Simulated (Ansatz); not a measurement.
# C7H12O2: one species, many methods

An exercise on one series of results from a longer session: the logs are not shown, and one member is left open.

The runs use Ansatz 0.2.0, Gaussian basis; functionals in def2-TZVPP, the program's frozen cores in correlated methods.

Plan: PBE-D4, r2SCAN-D4, PBE0-D4, B3LYP-D4, ωB97X-V, ωB97M-V, B2PLYP; CCSD(T)/def2-TZVPP; MP2/def2-QZVPP; extrapolation to the limit.

**The relaxed structure**

The geometry comes from an earlier relaxation with PBE0-D4 in a triple-zeta def2 set; it is a stationary point, not always the lowest conformer.

21 atoms, charge 0, spin multiplicity 1.

Atoms are counted from 1 here; the program's logs count them from 0.

Bond lengths: C1–C2 1.498 Å, C1–H10 1.094 Å, C1–H11 1.094 Å, C1–H12 1.088 Å, C2–O3 1.205 Å, C2–C4 1.523 Å, C4–C5 1.523 Å, C4–H13 1.089 Å, C4–H14 1.090 Å, C5–O6 1.205 Å, C5–C7 1.512 Å, C7–C8 1.531 Å, C7–C9 1.517 Å, C7–H15 1.097 Å, C8–H16 1.092 Å, C8–H17 1.092 Å, C8–H18 1.093 Å, C9–H19 1.092 Å and more. Angles: C2–C1–H10 109.8°, C2–C1–H11 109.2°, C2–C1–H12 110.4°, H10–C1–H11 106.7°, H10–C1–H12 110.9°, H11–C1–H12 109.6°, C1–C2–O3 123.4°, C1–C2–C4 115.9°, O3–C2–C4 120.7°, C2–C4–C5 106.8°, C2–C4–H13 108.1°, C2–C4–H14 110.9°, C5–C4–H13 111.3°, C5–C4–H14 108.4°, H13–C4–H14 111.3°, C4–C5–O6 120.5°, C4–C5–C7 116.1°, O6–C5–C7 123.3° and more.

The first run:

in.yaml

```yaml
crystal:
  periodic: [false, false, false]
  atoms:
    - {symbol: C, position_ang: [-2.751341, 1.454421, 0.452583]}
    - {symbol: C, position_ang: [-1.559915, 1.358627, -0.450655]}
    - {symbol: O, position_ang: [-0.925525, 2.316110, -0.814678]}
    - {symbol: C, position_ang: [-1.145706, -0.049135, -0.857132]}
    - {symbol: C, position_ang: [-0.202508, -0.558727, 0.224143]}
    - {symbol: O, position_ang: [-0.636105, -1.102041, 1.208845]}
    - {symbol: C, position_ang: [1.269931, -0.302864, -0.003324]}
    - {symbol: C, position_ang: [1.798643, -1.336269, -1.001275]}
    - {symbol: C, position_ang: [2.050062, -0.330243, 1.296947]}
    - {symbol: H, position_ang: [-2.648126, 0.744801, 1.278235]}
    - {symbol: H, position_ang: [-3.648310, 1.163544, -0.102857]}
    - {symbol: H, position_ang: [-2.865362, 2.470553, 0.825072]}
    - {symbol: H, position_ang: [-0.644982, 0.010776, -1.822699]}
    - {symbol: H, position_ang: [-2.009860, -0.712370, -0.899466]}
    - {symbol: H, position_ang: [1.344300, 0.688099, -0.468453]}
    - {symbol: H, position_ang: [2.847412, -1.132661, -1.225729]}
    - {symbol: H, position_ang: [1.247955, -1.323331, -1.944345]}
    - {symbol: H, position_ang: [1.731307, -2.342628, -0.580517]}
    - {symbol: H, position_ang: [3.108297, -0.138575, 1.107075]}
    - {symbol: H, position_ang: [1.955460, -1.302769, 1.783090]}
    - {symbol: H, position_ang: [1.684372, 0.424699, 1.995129]}
basis:
  gaussian: {orbitals: def2-TZVPP}
hamiltonian: {xc: pbe, dispersion: d4}
output: {forces: true, orbitals: {seedname: orbitals}}
```

Started as:

```sh
> ansatz run in.yaml --threads 4 --pin off --events-out ev --progress --plain --max-ram 46080MiB --backend cuda --devices 0, --max-vram 37GiB
```

Steps of the session up to this table: PBE-D4 (GGA); r2SCAN-D4 (meta-GGA); PBE0-D4 (hybrid); B3LYP-D4 (hybrid); ωB97X-V (range-separated); ωB97M-V (range-separated); B2PLYP (double hybrid); CCSD(T) in def2-TZVPP; MP2 in def2-QZVPP.

One of the session's tables, all rows but one given; the rest of the session is left out.

```
            method  atomisation energy (kcal/mol)
            PBE-D4                              ?
         r2SCAN-D4                         2138.4
           PBE0-D4                         2146.8
          B3LYP-D4                         2129.2
           ωB97X-V                         2132.2
           ωB97M-V                         2135.1
            B2PLYP                         2108.8
     HF/def2-TZVPP                         1560.0
    MP2/def2-TZVPP                         2118.5
   CCSD/def2-TZVPP                         2044.4
CCSD(T)/def2-TZVPP                         2077.9
           MP2/CBS                         2166.7
       CCSD(T)/CBS                         2126.1
```

Q: Estimate the row for PBE-D4 from the others.

**Answer.** atomisation energy (kcal/mol): 2189.5. In the column «atomisation energy (kcal/mol)» it is the highest.

Limits of these values: Free atoms (7 C, 2 O, 12 H) were run apart at each level; the atomisation energy is their sum less the molecule, without zero-point or spin-orbit terms.
